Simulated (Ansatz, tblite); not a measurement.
# The cluster Cu₆P−: removing an electron

What does removing an electron cost or gain for the cluster Cu₆P−? Each charged state is run at several levels.

Method: as each input shows; program: Ansatz 0.2.0, Gaussian basis.

The runs, in order: charge 0 doublet, at the geometry of the singlet (PBE0-D4/def2-TZVPD, PBE-D4/def2-TZVPD, LC-ωPBE/def2-TZVPD); the starting singlet's energies come from earlier runs.

3 further runs of the same task are left out: 3 set aside as unsound or not needed.

### Step 1. The geometry

The geometry is that of the singlet, from an earlier relaxation (PBE0-D4/def2-SVPD). At that level it is the lowest of the isomers that a small search found.

7 atoms, charge -1, spin multiplicity 1.

Atoms are counted from 1 here; the program's logs count them from 0.

Bond lengths: P1–Cu3 2.254 Å, P1–Cu4 2.225 Å, P1–Cu7 2.280 Å, Cu2–Cu3 2.517 Å, Cu2–Cu6 2.358 Å, Cu2–Cu7 2.533 Å, Cu3–Cu6 2.502 Å, Cu4–Cu5 2.434 Å, Cu4–Cu6 2.407 Å, Cu5–Cu6 2.361 Å, Cu6–Cu7 2.565 Å. Angles: Cu3–P1–Cu4 74.1°, Cu3–P1–Cu7 63.3°, Cu4–P1–Cu7 69.4°, Cu3–Cu2–Cu6 61.7°, Cu3–Cu2–Cu7 56.2°, Cu6–Cu2–Cu7 63.1°, P1–Cu3–Cu2 120.6°, P1–Cu3–Cu6 101.7°, Cu2–Cu3–Cu6 56.0°, P1–Cu4–Cu5 161.1°, P1–Cu4–Cu6 105.7°, Cu5–Cu4–Cu6 58.4°, Cu4–Cu5–Cu6 60.2°, Cu2–Cu6–Cu3 62.3°, Cu2–Cu6–Cu4 118.4°, Cu2–Cu6–Cu5 161.4°, Cu2–Cu6–Cu7 61.8°, Cu3–Cu6–Cu4 66.7° and more.

As a file:

```xyz
7
charge -1, multiplicity 1
P    -1.7150    1.5430   -0.1679
Cu    1.9349    0.1873   -1.5920
Cu    0.5351    1.5888   -0.0390
Cu   -1.1397   -0.2073    1.0793
Cu   -0.1015   -2.2945    1.7808
Cu    1.0719   -0.8232    0.3557
Cu   -0.5857    0.0060   -1.4169
```

No spin-orbit coupling is included. The ion is computed in the gas phase, without counter-ions or solvent.

### Step 2. Charge 0 doublet at the fixed geometry, PBE0-D4/def2-TZVPD

The input, in.yaml:

```yaml
crystal:
  periodic: [false, false, false]
  atoms:
    - {symbol: P, position_ang: [-1.715017, 1.542980, -0.167871]}
    - {symbol: Cu, position_ang: [1.934925, 0.187265, -1.592037]}
    - {symbol: Cu, position_ang: [0.535110, 1.588769, -0.038989]}
    - {symbol: Cu, position_ang: [-1.139697, -0.207307, 1.079254]}
    - {symbol: Cu, position_ang: [-0.101545, -2.294548, 1.780818]}
    - {symbol: Cu, position_ang: [1.071875, -0.823187, 0.355698]}
    - {symbol: Cu, position_ang: [-0.585651, 0.006027, -1.416863]}
basis:
  gaussian: {orbitals: def2-TZVPD}
magnetization: {spin_polarized: true, initial_magnetization: 1}
hamiltonian: {xc: pbe0, dispersion: d4}
scf: {omitted_lower_state_checks: [starts]}
output: {orbitals: {seedname: orbitals}}
```

On the command line:

```console
> ansatz run in.yaml --threads 4 --pin off --events-out ev --progress --plain --max-ram 8704MiB
```

Standard output:

```text
Functional definition: PBE0
  name "PBE0"
  cite "Adamo & Barone, J. Chem. Phys. 110, 6158 (1999) doi:10.1063/1.478522"
  cite "Perdew, Burke & Ernzerhof, Phys. Rev. Lett. 77, 3865 (1996) doi:10.1103/PhysRevLett.77.3865"
  parent pbe
  parameter a = 0.25
  parameter kappa = 0.804
  parameter beta = 0.06672455060314922
  exchange = (1 - a)*pbe_x(kappa = kappa, mu = beta*pi^2/3) + a*exact_x
  correlation = pbe_c(beta = beta)
these checks for a lower state are left out or cut short: starts
3123 factors; integrals over basis functions are off by at most 7.9e-4 eV
mean field evaluation 1: about -277078.1060 eV, gradient 8.9e1 eV
mean field evaluation 2: about -275589.8491 eV, gradient 7.4e2 eV
mean field evaluation 4: about -277088.3245 eV, gradient 5.6e1 eV
mean field evaluation 8: about -277094.4229 eV, gradient 2.9e0 eV
mean field evaluation 16: about -277094.8794 eV, gradient 9.1e-2 eV
mean field evaluation 32: about -277094.8798 eV, gradient 2.7e-3 eV
mean field -277094.87982868 eV, -10183.0490120484 hartree, gradient 1.3e-5 eV, S^2 0.764407; 0 other end points of the search recorded, 0 dependent functions left out
reference -277094.87986857 eV, -10183.0490135146 hartree; 95, 94 occupied and 236, 237 virtual orbitals, 3123 factors
Total energy: -277095.36199735 eV, -10183.0667314203 hartree
Checks for a lower state left out: starts
```

Run time: 1.8 min. Hardware: 4 threads of Intel Xeon Platinum 8259CL at 2.50GHz, shared host; peak memory 3.1 GiB.

Report: HOMO -5.41 eV, LUMO -3.63 eV (over both spins); ⟨S²⟩ 0.764 (pure: 0.75).

### Step 3. Charge 0 doublet at the fixed geometry, PBE-D4/def2-TZVPD

start.molden holds the orbitals of an earlier run on this state, given as this run's starting guess.

Changes to in.yaml since step 2:

```diff
@@ -11,5 +11,5 @@
 basis:
-  gaussian: {orbitals: def2-TZVPD}
+  gaussian: {orbitals: def2-TZVPD, initial_orbitals: start.molden}
 magnetization: {spin_polarized: true, initial_magnetization: 1}
-hamiltonian: {xc: pbe0, dispersion: d4}
+hamiltonian: {xc: pbe, dispersion: d4}
 scf: {omitted_lower_state_checks: [starts]}
```

The command is unchanged.

Standard output:

```text
Functional definition: PBE
  name "PBE"
  cite "Perdew, Burke & Ernzerhof, Phys. Rev. Lett. 77, 3865 (1996) doi:10.1103/PhysRevLett.77.3865"
  parent pbe
  parameter kappa = 0.804
  parameter beta = 0.06672455060314922
  exchange = pbe_x(kappa = kappa, mu = beta*pi^2/3)
  correlation = pbe_c(beta = beta)
these checks for a lower state are left out or cut short: starts
3089 factors; their error is unknown
mean field evaluation 1: about -277095.5432 eV, gradient 1.4e1 eV
mean field evaluation 2: about -277096.2647 eV, gradient 1.1e0 eV
mean field evaluation 4: about -277096.2017 eV, gradient 1.2e-1 eV
mean field evaluation 8: about -277096.2019 eV, gradient 2.9e-5 eV
mean field evaluation 16: about -277096.2019 eV, gradient 3.4e-6 eV
mean field -277096.20194788 eV, -10183.0975990331 hartree, gradient 3.4e-6 eV, S^2 0.754439; 0 other end points of the search recorded, 0 dependent functions left out
reference -277096.20199987 eV, -10183.0976009437 hartree; 95, 94 occupied and 236, 237 virtual orbitals, 3089 factors
Total energy: -277096.76051914 eV, -10183.1181261482 hartree
Checks for a lower state left out: starts
```

Run time: 36 s. Hardware: 4 threads of Intel Xeon Platinum 8259CL at 2.50GHz, shared host; peak memory 1.2 GiB.

HOMO -4.84 eV, LUMO -4.56 eV (over both spins); ⟨S²⟩ 0.754 (pure: 0.75).

### Step 4. Charge 0 doublet at the fixed geometry, LC-ωPBE/def2-TZVPD

Changes to in.yaml since step 3:

```diff
@@ -13,3 +13,3 @@
 magnetization: {spin_polarized: true, initial_magnetization: 1}
-hamiltonian: {xc: pbe, dispersion: d4}
+hamiltonian: {xc: {name: LC-wPBE}}
 scf: {omitted_lower_state_checks: [starts]}
```

The command is unchanged.

Standard output (excerpt; [...] marks lines left out):

```text
Functional definition: LC-wPBE
  name "LC-wPBE"
  cite "Vydrov & Scuseria, J. Chem. Phys. 125, 234109 (2006) doi:10.1063/1.2409292"
  cite "Heyd & Scuseria, J. Chem. Phys. 120, 7274 (2004) doi:10.1063/1.1668634"
  cite "Ernzerhof & Perdew, J. Chem. Phys. 109, 3313 (1998) doi:10.1063/1.476928"
  cite "Perdew, Burke & Ernzerhof, Phys. Rev. Lett. 77, 3865 (1996) doi:10.1103/PhysRevLett.77.3865"
  parent pbe
[...]
3089 factors; their error is unknown
771 factors; integrals over basis functions are off by at most 3.9e-5 eV
[...]
mean field -277099.95232863 eV, -10183.2354229835 hartree, gradient 3.9e-6 eV, S^2 0.791517; 0 other end points of the search recorded, 0 dependent functions left out
reference -277099.95232864 eV, -10183.2354229837 hartree; 95, 94 occupied and 236, 237 virtual orbitals, 3089 factors
Total energy: -277099.95232864 eV, -10183.2354229837 hartree
Checks for a lower state left out: starts
```

Run time: 2 min. Hardware: 4 threads of Intel Xeon Platinum 8259CL at 2.50GHz, shared host; peak memory 4.4 GiB.

HOMO -7.36 eV, LUMO -1.42 eV (over both spins); ⟨S²⟩ 0.792 (pure: 0.75).

### Step 5. Vertical ionisation energy

Charged state less starting state, singlet to doublet; the starting state's energies are those of its earlier runs.

```csv
level,vertical ionisation energy (eV),time
PBE-D4/def2-TZVPD,+2.54,48 s
PBE0-D4/def2-TZVPD,+2.38,2.4 min
LC-ωPBE/def2-TZVPD,+2.15,2.6 min
```

Times add the two runs; a level without a time comes out of a correlated run.

Beside −ε(HOMO) of the starting state:

```csv
level,−ε(HOMO) (eV),by difference (eV),mismatch (eV)
PBE-D4/def2-TZVPD,0.54,2.54,-2.00
PBE0-D4/def2-TZVPD,1.14,2.38,-1.24
LC-ωPBE/def2-TZVPD,2.94,2.15,+0.79
```

### Step 6. What came out

```
                                             quantity                               value
vertical ionisation energy, functionals in def2-TZVPD  2.15 (LC-ωPBE) to 2.54 eV (PBE-D4)
```

What this shows: The vertical ionisation energy spans 2.15 to 2.54 eV over the functionals. −ε(HOMO) misses the level's own difference by +0.79 eV at best (LC-ωPBE) and -2.00 eV at worst (PBE-D4). The charged states' spins were chosen beforehand and needn't be their lowest.
